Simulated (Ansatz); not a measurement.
# CH2BrN: a ladder of functionals and wavefunction methods

The task here is to estimate one member of a computed series from the others.

The runs use Ansatz 0.2.0, Gaussian basis; functionals in def2-TZVPP, the program's frozen cores in correlated methods.

Plan: LDA (SPW92), PBE-D4, revPBE-D4, BLYP-D4, r2SCAN-D4, B97M-V, PBE0-D4, B3LYP-D4, r2SCANh-D4, r2SCAN0-D4, HSE06-D4, BHLYP-D4, CAM-B3LYP-D4, LC-ωPBE, ωB97X-V, ωB97M-V, B2PLYP, PBE-QIDH; CCSD(T)/def2-SVP; CCSD(T)/def2-TZVPP; MP2/def2-QZVPP; extrapolation to the limit; RPA on PBE.

### The relaxed structure

The geometry comes from an earlier relaxation with PBE0-D4 in a triple-zeta def2 set; it is a stationary point.

SMILES `N=CBr`, 5 atoms, charge 0, spin multiplicity 1.

Atoms are counted from 1 here; the program's logs count them from 0.

Bond lengths: N1–C2 1.245 Å, N1–H4 1.020 Å, C2–Br3 1.897 Å, C2–H5 1.090 Å. Angles: C2–N1–H4 110.9°, N1–C2–Br3 120.9°, N1–C2–H5 128.5°, Br3–C2–H5 110.6°.

Set-up of the first run:

Input file in.yaml:

```yaml
crystal:
  periodic: [false, false, false]
  atoms:
    - {symbol: N, position_ang: [-0.868902, -0.440929, 0.229804]}
    - {symbol: C, position_ang: [0.237081, 0.068682, -0.028708]}
    - {symbol: Br, position_ang: [1.728203, -0.210044, 1.109967]}
    - {symbol: H, position_ang: [-1.558590, -0.193267, -0.479533]}
    - {symbol: H, position_ang: [0.512009, 0.701857, -0.872830]}
basis:
  gaussian: {orbitals: def2-TZVPP}
hamiltonian: {xc: lda}
output: {orbitals: {seedname: orbitals}}
```

The run is started by

```sh
> ansatz run in.yaml --threads 2 --pin off --events-out ev --progress --plain --max-ram 4352MiB
```

Steps of the session up to this table: LDA; PBE-D4 (GGA); revPBE-D4 (GGA); BLYP-D4 (GGA); r2SCAN-D4 (meta-GGA); B97M-V (meta-GGA); B3LYP-D4 (hybrid); r2SCANh-D4 (hybrid); r2SCAN0-D4 (hybrid); HSE06-D4 (hybrid); BHLYP-D4 (hybrid); CAM-B3LYP-D4 (range-separated); LC-ωPBE (range-separated); ωB97X-V (range-separated); ωB97M-V (range-separated); B2PLYP (double hybrid); PBE-QIDH (double hybrid).

One of the session's tables, all rows but one given; the rest of the session is left out.

It belongs to the step «Frontier levels by functional». 

```
  functional  HOMO (eV)  gap (eV)
 LDA (SPW92)      -7.08      4.90
      PBE-D4      -6.98      5.05
   revPBE-D4      -6.93      5.10
     BLYP-D4      -6.87      5.08
   r2SCAN-D4      -7.33      5.59
      B97M-V      -7.42      5.83
     PBE0-D4      -8.32      7.47
    B3LYP-D4      -8.07      6.97
  r2SCANh-D4      -7.84      6.50
  r2SCAN0-D4          ?         ?
    HSE06-D4      -7.92      6.69
    BHLYP-D4      -9.39      9.76
CAM-B3LYP-D4      -9.63      9.99
     LC-ωPBE     -11.02     12.60
     ωB97X-V     -10.64     12.15
     ωB97M-V     -10.50     11.95
```

**Question.** Estimate the row for r2SCAN0-D4.

Worked estimate for «HOMO (eV)». Against the share of exact exchange, r2SCAN-D4 (0, -7.33), r2SCANh-D4 (0.1, -7.84) give a slope of -5.10 per unit share; at 0.25 the line stands at -8.60.

As computed: HOMO (eV): -8.51; gap (eV): 7.78. In «HOMO (eV)» the line misses by -0.09.
